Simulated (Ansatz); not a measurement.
B2ClH3O, SMILES BOBCl, an atomisation energy

With Ansatz's Python interface.

The cells in order, each with its output:

In [1]:
```python
from collections import Counter

import ansatz
```

In [2]:
```python
def single_point(molecule, charge=0, unpaired=0):
    calc = (
        molecule.calculation()
        .basis(gaussian='cc-pVTZ')
        .functional('R2SCAN0')
    )
    if charge:
        calc = calc.charge(charge)
    if unpaired:
        calc = calc.spin('collinear', total=unpaired)
    report = calc.run(threads=1, pin='off').report
    if report['published_state_doubts']:
        print('  doubts:', report['published_state_doubts'])
    return report['free_energy_ev']
```

In [3]:
```python
geometry = (
    ansatz.Crystal.molecule()
    .atom('B', [1.1461, -0.1982, -0.3523])
    .atom('O', [0.311, -0.3886, 0.8336])
    .atom('B', [-1.0419, -0.0134, 0.4222])
    .atom('Cl', [-1.6605, 1.6995, 0.7208])
    .atom('H', [1.6945, 0.8337, -0.5318])
    .atom('H', [1.3325, -1.0973, -1.0971])
    .atom('H', [-1.7816, -0.8358, 0.0045])
)
```

In [4]:
```python
# unpaired electrons of the ground-state atoms
unpaired = {'B': 1, 'O': 2, 'Cl': 1, 'H': 1}
counts = Counter(site.symbol for site in geometry.cartesian_sites)
atom_energy = {s: single_point(ansatz.Crystal.molecule().atom(s, (0, 0, 0)), 0, unpaired[s]) for s in counts}
whole = single_point(geometry, 0, 0)
for s, e in atom_energy.items():
    print(f'{s:2s} x{counts[s]}  {e:14.5f} eV')
print(f'B2ClH3O: {whole:.5f} eV')
split = sum(counts[s] * e for s, e in atom_energy.items()) - whole
print(f'atomisation energy (no zero-point term): {96.485332 * split:.1f} kJ/mol, {split / sum(counts.values()):.3f} eV an atom')
```
```text
B  x2      -670.45432 eV
O  x1     -2042.28144 eV
Cl x1    -12520.61070 eV
H  x3       -13.60218 eV
B2ClH3O: -15971.35127 eV
atomisation energy (no zero-point term): 2580.4 kJ/mol, 3.821 eV an atom
```

2580.4 kJ/mol from the electronic energies, without the zero-point term.

Reading the output:
- Total energies depend on the basis set; only differences at equal settings carry meaning.
- The geometry is a force-field or estimated start, not a minimum of this method, and the basis set is short of its limit. All parts are taken at fixed geometry, without zero-point energy.
- For Al to Cl the sets with a tight d function, cc-pV(X+d)Z, are usual.
- Finished in 3.8 s on 1 thread of AMD EPYC 9R45 96-Core Processor (Zen 5), on a shared host, peak memory 0.33 GiB.
